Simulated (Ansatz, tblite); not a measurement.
# The cluster Li₁₀F₁₀: rung by rung

The task here is to estimate one member of a computed series from the others.

Program: Ansatz 0.2.0, Gaussian basis. Level of theory: as each input shows. These are calculated values, not measurements.

Levels to be run: GFN1-xTB, GFN2-xTB, PBE-D4/def2-TZVP, r2SCAN-D4/def2-TZVP, BLYP-D4/def2-TZVP, revPBE-D4/def2-TZVP, PBE-D4/def2-SVP, PBE0-D4/def2-SVP, MP2/def2-SVP.

3 further runs of the same task are left out: 3 that didn't finish. Runs told in other sessions of the task aren't counted.

### The geometry

The geometry is that of the singlet, from an earlier relaxation (PBE-D4/def2-SVP).

20 atoms, charge 0, spin multiplicity 1.

Bond lengths: Li1–F2 1.809 Å, Li1–F6 1.815 Å, Li1–F11 1.815 Å, F2–Li3 1.819 Å, F2–Li7 2.004 Å, F2–Li12 2.003 Å, Li3–F4 1.819 Å, Li3–F8 1.975 Å, Li3–F13 1.976 Å, F4–Li5 1.809 Å, F4–Li9 2.004 Å, F4–Li14 2.003 Å, Li5–F10 1.815 Å, Li5–F15 1.815 Å, F6–Li7 1.843 Å, F6–Li16 1.815 Å, Li7–F8 1.834 Å, Li7–F17 2.003 Å and more. Angles: F2–Li1–F6 97.9°, F2–Li1–F11 97.9°, F6–Li1–F11 96.8°, Li1–F2–Li3 166.8°, Li1–F2–Li7 83.2°, Li1–F2–Li12 83.2°, Li3–F2–Li7 87.1°, Li3–F2–Li12 87.1°, Li7–F2–Li12 85.3°, F2–Li3–F4 170.8°, F2–Li3–F8 93.1°, F2–Li3–F13 93.1°, F4–Li3–F8 93.1°, F4–Li3–F13 93.1°, F8–Li3–F13 95.6°, Li3–F4–Li5 166.8°, Li3–F4–Li9 87.1°, Li3–F4–Li14 87.1° and more.

PBE0-D4/def2-TZVP was run before; its log isn't repeated, and its numbers join the tables.

The first run:

Tight binding, by tblite at 300 K electronic temperature and without a spin-polarisation term:

```python
tblite.interface.Calculator('GFN1-xTB', numbers, positions, charge=0, uhf=0).singlepoint()
```

Tight binding, by tblite at 300 K electronic temperature and without a spin-polarisation term:

```python
tblite.interface.Calculator('GFN2-xTB', numbers, positions, charge=0, uhf=0).singlepoint()
```

start.molden holds the orbitals of an earlier run on this state, given as this run's starting guess.

Input file in.yaml:

```yaml
crystal:
  periodic: [false, false, false]
  atoms:
    - {symbol: Li, position_ang: [-0.845961, -0.847403, -3.604341]}
    - {symbol: F, position_ang: [-1.039074, -1.040431, -1.815613]}
    - {symbol: Li, position_ang: [-0.938051, -0.938448, -0.001954]}
    - {symbol: F, position_ang: [-1.043337, -1.043671, 1.811293]}
    - {symbol: Li, position_ang: [-0.854197, -0.853955, 3.600777]}
    - {symbol: F, position_ang: [-0.956377, 0.963296, -3.674486]}
    - {symbol: Li, position_ang: [-0.958102, 0.961689, -1.831412]}
    - {symbol: F, position_ang: [-1.035301, 1.034421, -0.000238]}
    - {symbol: Li, position_ang: [-0.962513, 0.958153, 1.830917]}
    - {symbol: F, position_ang: [-0.964961, 0.956604, 3.673958]}
    - {symbol: F, position_ang: [0.964886, -0.956671, -3.673958]}
    - {symbol: Li, position_ang: [0.962421, -0.958356, -1.830883]}
    - {symbol: F, position_ang: [1.035254, -1.034340, 0.000259]}
    - {symbol: Li, position_ang: [0.958343, -0.961488, 1.831369]}
    - {symbol: F, position_ang: [0.956397, -0.963330, 3.674381]}
    - {symbol: Li, position_ang: [0.854303, 0.853832, -3.600811]}
    - {symbol: F, position_ang: [1.043187, 1.043778, -1.811275]}
    - {symbol: Li, position_ang: [0.938046, 0.938467, 0.002011]}
    - {symbol: F, position_ang: [1.039082, 1.040432, 1.815612]}
    - {symbol: Li, position_ang: [0.845943, 0.847431, 3.604394]}
basis:
  gaussian: {orbitals: def2-TZVP, initial_orbitals: start.molden}
hamiltonian: {xc: pbe, dispersion: d4}
scf: {omitted_lower_state_checks: [starts]}
output: {forces: true, orbitals: {seedname: orbitals}}
```

Started as:

```sh
ansatz run in.yaml --threads 4 --pin off --events-out ev --progress --plain --max-ram 6963MiB
```

Among the steps run: PBE-D4/def2-TZVP; r2SCAN-D4/def2-TZVP; BLYP-D4/def2-TZVP; revPBE-D4/def2-TZVP; PBE-D4/def2-SVP; PBE0-D4/def2-SVP; MP2/def2-SVP.

One of the session's tables, all rows but one given; the rest of the session is left out.

It belongs to the step «Binding energy». 

| level | binding an atom (eV) |
| --- | --- |
| HF/def2-SVP | 3.246 |
| PBE-D4/def2-SVP | 4.281 |
| PBE-D4/def2-TZVP | 4.061 |
| revPBE-D4/def2-TZVP | ? |
| BLYP-D4/def2-TZVP | 4.076 |
| r2SCAN-D4/def2-TZVP | 4.037 |
| PBE0-D4/def2-SVP | 4.142 |
| PBE0-D4/def2-TZVP | 3.943 |
| MP2/def2-SVP | 4.155 |

Estimate the missing values for revPBE-D4/def2-TZVP.

As computed: binding an atom (eV): 3.910. In the column «binding an atom (eV)» it lies between HF/def2-SVP (3.246) and PBE0-D4/def2-TZVP (3.943).

To keep in mind: Free atoms were run apart at each level; binding is atoms less cluster, divided by the number of atoms, without zero-point or spin-orbit terms.
